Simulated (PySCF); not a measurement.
# GeH2MeBr: NMR shifts, electronic excitations, spin-spin couplings and core binding energies at several levels of theory, part 2 of 2

PySCF 2.14.0. Atoms count from 0.

**5. Spin-spin couplings: PBE/pcSseg-1+pcJ-1**

The job: settings as JSON, then the geometry in Å.

```
{"job": {"kind": "j", "xc": "PBE", "basis": "pcJ-1"}, "charge": 0, "multiplicity": 1}
Ge     0.504608    -0.648395     0.325477
H      0.411280    -0.877979     1.843337
H      1.970520    -0.658329    -0.139328
C     -0.454045     0.936703    -0.252905
H      0.000223     1.836990     0.187230
H     -1.504452     0.872134     0.063223
H     -0.416582     1.013589    -1.348436
Br    -0.511561    -2.474723    -0.678589
```

Method: PBE/pcJ-1 Br:pcSseg-1 Ge:pcSseg-1 indirect spin-spin coupling, non-relativistic, gas phase.

Log:

```text
coarse grid: 32288 points
cycle   1  E = -4690.9535573404  dE = -1.813e+00  |g| = 1.412e+00  |ddm| = 2.496e+00
cycle   2  E = -4690.7936675827  dE =  1.599e-01  |g| = 1.545e+00  |ddm| = 1.486e+00
cycle   3  E = -4691.0578520762  dE = -2.642e-01  |g| = 3.376e-01  |ddm| = 1.212e+00
cycle   4  E = -4691.0779515686  dE = -2.010e-02  |g| = 8.367e-02  |ddm| = 3.177e-01
cycle   5  E = -4691.0791117684  dE = -1.160e-03  |g| = 1.977e-02  |ddm| = 8.041e-02
cycle   6  E = -4691.0792023401  dE = -9.057e-05  |g| = 3.855e-03  |ddm| = 2.038e-02
cycle   7  E = -4691.0792042785  dE = -1.938e-06  |g| = 1.833e-03  |ddm| = 5.513e-03
final grid: 64184 points
cycle   8  E = -4691.0791599411  dE =  2.178e-06  |g| = 3.468e-03  |ddm| = 7.060e-03
cycle   9  E = -4691.0791526528  dE =  7.288e-06  |g| = 6.496e-03  |ddm| = 1.173e-02
cycle  10  E = -4691.0791632727  dE = -1.062e-05  |g| = 3.315e-04  |ddm| = 7.127e-03
cycle  11  E = -4691.0791632949  dE = -2.221e-08  |g| = 5.118e-05  |ddm| = 3.568e-04
cycle  12  E = -4691.0791632955  dE = -5.402e-10  |g| = 1.143e-05  |ddm| = 5.278e-05
converged SCF energy = -4691.0791632955

Indirect spin-spin couplings (Hz)
  i      j    bonds     total        FC       PSO       DSO        SD
  1 H    2 H    2     22.264    25.260     1.135    -4.196     0.065
  1 H    3 C    2      9.723    10.296     0.090    -0.654    -0.009
  1 H    4 H    3     -1.319    -0.763     0.443    -1.022     0.024
  1 H    5 H    3     -0.115     0.250     0.300    -0.702     0.036
  1 H    6 H    3      8.614    10.899     1.671    -3.957     0.002
  2 H    3 C    2      9.713    10.285     0.090    -0.654    -0.009
  2 H    4 H    3     -1.234    -0.709     0.421    -0.972     0.025
  2 H    5 H    3      8.696    10.980     1.671    -3.958     0.002
  2 H    6 H    3     -0.260     0.131     0.319    -0.745     0.035
  3 C    4 H    1    124.787   121.896     1.531     0.981     0.379
  3 C    5 H    1    129.459   126.655     1.391     1.020     0.393
  3 C    6 H    1    129.451   126.647     1.390     1.021     0.393
  4 H    5 H    2    -11.337   -12.769     2.988    -1.769     0.213
  4 H    6 H    2    -11.365   -12.799     2.985    -1.765     0.213
  5 H    6 H    2    -11.251   -12.792     2.924    -1.610     0.228
```

It took 27 s on 1 thread, shared host.

Couplings of 1 Hz or more, nine at most for each number of bonds, with means over like pairs (isotopes 13C, 1H):

| pair | bonds | J (Hz) | Fermi contact (Hz) |
| --- | --- | --- | --- |
| C3–H4 | 1 | 127.9 | 125.1 |
| H1–H2 | 2 | 22.3 | 25.3 |
| H4–H5 | 2 | -11.3 | -12.8 |
| H1–C3 | 2 | 9.7 | 10.3 |
| H1–H4 | 3 | 2.4 | 3.5 |

The response was solved for the nuclei of C, H alone, so couplings that need other nuclei can be missing.

Quadrupole couplings from the field gradients of the same density:

| atom | isotope | eQq/h (MHz) | η |
| --- | --- | --- | --- |
| Br7 | 79Br | 382.9 | 0.01 |
| Ge0 | 73Ge | -89.4 | 0.05 |

**6. Shielding tensors: B3LYP/pcSseg-1+pcSseg-2**

The job, as its differences from that of step 5:

```diff
@@ -1,2 +1,2 @@
-{"job": {"kind": "j", "xc": "PBE", "basis": "pcJ-1"}, "charge": 0, "multiplicity": 1}
+{"job": {"kind": "nmr", "xc": "B3LYP", "basis": {"default": "pcSseg-1", "Ge": "pcSseg-2"}, "pop": false}, "charge": 0, "multiplicity": 1}
 Ge     0.504608    -0.648395     0.325477
```

Method: GIAO B3LYP/pcSseg-1 Ge:pcSseg-2 NMR shielding, non-relativistic, gas phase.

Log:

```text
coarse grid: 32288 points
cycle   1  E = -4692.0802881263  dE = -1.851e+00  |g| = 1.324e+00  |ddm| = 2.392e+00
cycle   2  E = -4692.0116099879  dE =  6.868e-02  |g| = 1.426e+00  |ddm| = 8.774e-01
cycle   3  E = -4692.1655597246  dE = -1.539e-01  |g| = 2.386e-01  |ddm| = 5.905e-01
cycle   4  E = -4692.1700889081  dE = -4.529e-03  |g| = 4.202e-02  |ddm| = 1.042e-01
cycle   5  E = -4692.1701882051  dE = -9.930e-05  |g| = 7.522e-03  |ddm| = 2.807e-02
cycle   6  E = -4692.1702009974  dE = -1.279e-05  |g| = 2.097e-03  |ddm| = 1.125e-02
cycle   7  E = -4692.1702021394  dE = -1.142e-06  |g| = 6.253e-04  |ddm| = 2.111e-03
final grid: 64184 points
cycle   8  E = -4692.1701871350  dE =  2.774e-08  |g| = 8.195e-04  |ddm| = 1.439e-03
cycle   9  E = -4692.1701870225  dE =  1.125e-07  |g| = 1.076e-03  |ddm| = 1.535e-03
cycle  10  E = -4692.1701872906  dE = -2.681e-07  |g| = 7.544e-05  |ddm| = 8.177e-04
cycle  11  E = -4692.1701872914  dE = -8.295e-10  |g| = 1.030e-05  |ddm| = 6.600e-05
converged SCF energy = -4692.1701872914

GIAO shielding tensors (ppm)
atom      isotropic    diamagn.    paramagn.     s11        s22        s33       span
  0 Ge    1322.439    2756.354   -1433.915   1173.342   1337.958   1456.018    282.676
  1 H       26.103      28.348      -2.245     18.956     21.844     37.510     18.554
  2 H       26.104      28.351      -2.248     18.941     21.857     37.513     18.572
  3 C      174.764     248.098     -73.333    161.034    173.904    189.356     28.322
  4 H       30.802      28.708       2.094     25.676     27.178     39.551     13.875
  5 H       30.451      28.962       1.488     25.688     28.547     37.116     11.427
  6 H       30.461      28.967       1.494     25.668     28.620     37.094     11.427
  7 Br    2726.778    3122.435    -395.657   2563.504   2709.361   2907.470    343.966
```

It took 16 s on 1 thread, shared host.

Key values: σ C3 174.8, Ge0 1322, Br7 2727, H1 26.10, H4 30.57 ppm (means over like atoms).

**7. Shielding tensors: PBE/pcSseg-1+pcSseg-2**

The job, as its differences from that of step 6:

```diff
@@ -1,2 +1,2 @@
-{"job": {"kind": "nmr", "xc": "B3LYP", "basis": {"default": "pcSseg-1", "Ge": "pcSseg-2"}, "pop": false}, "charge": 0, "multiplicity": 1}
+{"job": {"kind": "nmr", "xc": "PBE", "basis": {"default": "pcSseg-1", "Ge": "pcSseg-2"}, "pop": false}, "charge": 0, "multiplicity": 1}
 Ge     0.504608    -0.648395     0.325477
```

Level: GIAO PBE/pcSseg-1 Ge:pcSseg-2 NMR shielding, non-relativistic, gas phase.

Log:

```text
coarse grid: 32288 points
cycle   1  E = -4691.2005441673  dE = -1.819e+00  |g| = 1.552e+00  |ddm| = 2.449e+00
cycle   2  E = -4691.0085102933  dE =  1.920e-01  |g| = 1.916e+00  |ddm| = 1.170e+00
cycle   3  E = -4691.3134365192  dE = -3.049e-01  |g| = 3.407e-01  |ddm| = 9.247e-01
cycle   4  E = -4691.3270180621  dE = -1.358e-02  |g| = 8.042e-02  |ddm| = 2.383e-01
cycle   5  E = -4691.3279142608  dE = -8.962e-04  |g| = 2.037e-02  |ddm| = 8.042e-02
cycle   6  E = -4691.3280325208  dE = -1.183e-04  |g| = 2.245e-03  |ddm| = 2.698e-02
cycle   7  E = -4691.3280340318  dE = -1.511e-06  |g| = 9.765e-04  |ddm| = 4.079e-03
final grid: 64184 points
cycle   8  E = -4691.3280090903  dE =  3.335e-07  |g| = 1.630e-03  |ddm| = 2.731e-03
cycle   9  E = -4691.3280077790  dE =  1.311e-06  |g| = 2.957e-03  |ddm| = 4.391e-03
cycle  10  E = -4691.3280097239  dE = -1.945e-06  |g| = 1.698e-04  |ddm| = 2.740e-03
cycle  11  E = -4691.3280097318  dE = -7.923e-09  |g| = 2.890e-05  |ddm| = 1.842e-04
cycle  12  E = -4691.3280097319  dE = -9.277e-11  |g| = 2.896e-06  |ddm| = 2.272e-05
converged SCF energy = -4691.3280097319

GIAO shielding tensors (ppm)
atom      isotropic    diamagn.    paramagn.     s11        s22        s33       span
  0 Ge    1297.949    2756.971   -1459.021   1140.155   1311.401   1442.292    302.137
  1 H       25.695      28.164      -2.469     18.508     21.461     37.116     18.608
  2 H       25.695      28.167      -2.472     18.492     21.474     37.119     18.626
  3 C      175.296     248.863     -73.567    160.971    174.399    190.517     29.546
  4 H       30.592      28.586       2.006     25.407     26.974     39.393     13.986
  5 H       30.252      28.831       1.421     25.502     28.343     36.912     11.410
  6 H       30.263      28.835       1.428     25.482     28.416     36.891     11.409
  7 Br    2694.428    3121.887    -427.459   2521.851   2681.687   2879.745    357.894
```

Wall time 25 s (1 thread, shared host).

In short: σ C3 175.3, Ge0 1298, Br7 2694, H1 25.69, H4 30.37 ppm (means over like atoms).

**8. Core holes by ΔSCF: SCAN, X2C**

The job, as its differences from that of step 7:

```diff
@@ -1,2 +1,2 @@
-{"job": {"kind": "nmr", "xc": "PBE", "basis": {"default": "pcSseg-1", "Ge": "pcSseg-2"}, "pop": false}, "charge": 0, "multiplicity": 1}
+{"job": {"kind": "xps", "metal_2p": true}, "charge": 0, "multiplicity": 1}
 Ge     0.504608    -0.648395     0.325477
```

With the program's defaults for keys left out, this is: delta-SCF UKS SCAN, pcX-2 on the ionised atom (unc-x2c-TZVPall on a metal), pcseg-1 elsewhere, spin-free X2C.

Log:

```text
ground state, core basis on atom 3 (C), 124 functions
  cycle   1  E = -4733.71042030  |g| = 4.24e-01
  cycle   2  E = -4733.66472255  |g| = 5.78e-01
  cycle   3  E = -4733.75754260  |g| = 4.19e-02
  cycle   4  E = -4733.75811671  |g| = 1.26e-02
  cycle   5  E = -4733.75816327  |g| = 3.67e-03
  cycle   6  E = -4733.75816637  |g| = 2.57e-03
  cycle   7  E = -4733.75816320  |g| = 4.21e-04
  E(ground) = -4734.03529773 Eh
hole in C 1s of atom 3
  cycle   1  E = -4722.50188423  |g| = 1.50e+00
  cycle   2  E = -4721.77255167  |g| = 1.82e+00
  cycle   3  E = -4723.01377439  |g| = 3.50e-01
  cycle   4  E = -4723.05088211  |g| = 1.92e-01
  cycle   5  E = -4723.07458730  |g| = 5.19e-02
  cycle   6  E = -4723.07618098  |g| = 7.51e-03
  cycle   7  E = -4723.07622152  |g| = 3.16e-03
  cycle   8  E = -4723.07623126  |g| = 8.56e-04
  cycle   9  E = -4723.07623254  |g| = 3.42e-04
  E(ion) = -4723.35166154 Eh   <S^2> = 0.7682   hole on atom = 1.000   binding energy = 290.717 eV
```

Run time: 5.8 s. Hardware: 1 thread, shared host.

The holes in one table. −ε is the ground-state orbital energy:

| hole | stands for | environment | ΔSCF (eV) | −ε (eV) | ⟨S²⟩ |
| --- | --- | --- | --- | --- | --- |
| C1s on C3 | C3 | carbon bonded to Ge, 3 H | 290.72 | 274.0 | 0.768 |

**9. Side by side: NMR shifts**

Shifts (ppm), means over like atoms, with basis size and wall time:

| run | C3 | H1 | H4 | Br7 | functions | time |
| --- | --- | --- | --- | --- | --- | --- |
| PBE0/pcSseg-1+pcSseg-2 | 3.2 | 5.31 | 0.81 | -188 | 146 | 26 s |
| B3LYP/pcSseg-1+pcSseg-2 | 4.5 | 5.28 | 0.81 | -182 | 146 | 16 s |
| PBE/pcSseg-1+pcSseg-2 | 4.7 | 5.50 | 0.83 | -143 | 146 | 25 s |

**10. What came out**

This closing draws on all 2 parts.

| quantity | value |
| --- | --- |
| point group | Cs |
| rotational constants (main isotopes) | 10.43, 1.88, 1.64 GHz |
| 13C shifts against TMS (PBE0/pcSseg-1+pcSseg-2) | 3.2 ppm |
| 1H shifts against TMS (PBE0/pcSseg-1+pcSseg-2, means over atoms taken as alike) | 5.31, 0.81 ppm |
| 79Br shifts against HBr (PBE0/pcSseg-1+pcSseg-2) | -188 ppm |
| shieldings of Ge (PBE0/pcSseg-1+pcSseg-2) | Ge0 1366.5 ppm |
| surface potential, 1st and 99th percentile | -0.69 V and 1.43 V |
| lowest singlet (B3LYP/def2-SVPD) | 5.99 eV (207 nm), f = 0.016 |
| brightest single state of those computed | state 13, 8.30 eV, f = 0.276 |
| lowest triplet | 5.57 eV |
| vertical ionisation energy (ΔSCF) | 10.25 eV |
| largest coupling of the table (PBE/pcSseg-1+pcJ-1) | 1J(C,H) C3–H4, 127.9 Hz |
| C1s binding energies, SCAN/pcX-2 | C3 290.72 eV |
| range of the shift of Br7 | -188 to -143 ppm |

In words: Single values in the summary come from the first run of each kind that ended normally (PBE0/pcSseg-1+pcSseg-2; B3LYP/def2-SVPD; PBE/pcSseg-1+pcJ-1; SCAN/pcX-2), which need not be the best level. Over 8 steps the energy fell by 0.050 eV; of the close pairs, Ge0–Br7 changed most, 2.279 to 2.319 Å. At PBE0/pcSseg-1+pcSseg-2: The widest tensor belongs to Br7: span 286 ppm, with a paramagnetic part of -350 ppm. The lowest singlet, at 5.99 eV, is HOMO→LUMO 0.98 and is weak; of the 15 states computed, the strongest absorption comes from state 13 at 8.30 eV. The lowest triplet lies 0.42 eV below the lowest singlet (triplets in Tamm-Dancoff, singlets in full TDDFT). ΔSCF puts the ionisation energy at 10.25 eV, 2.44 eV above −ε(HOMO). In the run at PBE/pcSseg-1+pcJ-1, the largest coupling of the table is C3–H4 (mean over like pairs), 127.9 Hz, of which the Fermi-contact term gives 125.1 Hz. Among the atoms with a shift in every run: Across the 3 runs the shift of Br7 moves most, between -188 (PBE0/pcSseg-1+pcSseg-2) and -143 ppm (PBE/pcSseg-1+pcSseg-2). Spin-orbit coupling is left out, which matters for shieldings and couplings at and beside the heavy atoms.
